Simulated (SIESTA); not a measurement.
Crystal: NaLa.

```
CELL_PARAMETERS angstrom
3.60625 0.00000 0.00000
-1.80313 3.12310 0.00000
0.00000 0.00000 6.48378
ATOMIC_POSITIONS crystal
La 0.00000 0.00000 0.50000
Na 0.66667 0.33333 0.00000
```

The cell comes from a database or a generator and needn't be the stable form of this composition.

Base run:

```yaml
Program: SIESTA 5.4.2
Functional: BLYP
Potentials_or_basis: PseudoDojo 0.4 standard (PBE files)
Basis: DZP (energy shift 0.003 Ry; two zetas on semicore shells)
Grid_cutoff: 800 Ry
Energy_shift: 0.003 Ry
k_mesh: 9 × 9 × 4
Occupations: fermi-dirac, width 0.05 eV
Spin: no spin polarisation
```

Its results: band gap on the k mesh none (metal or under the smearing width); pressure 1.6 GPa.

Q: The run is repeated on the same cell with these changes: functional from BLYP to PBE. What comes out?

A: Band gap on the k mesh none (metal or under the smearing width); pressure 0.8 GPa.

PBE binds more tightly than BLYP, so the same cell stands under less pressure.

Caveats: the basis of atomic orbitals isn't converged, which shifts pressures, moduli and gaps; the potentials were made for another functional, which shifts forces and pressure (some runs).
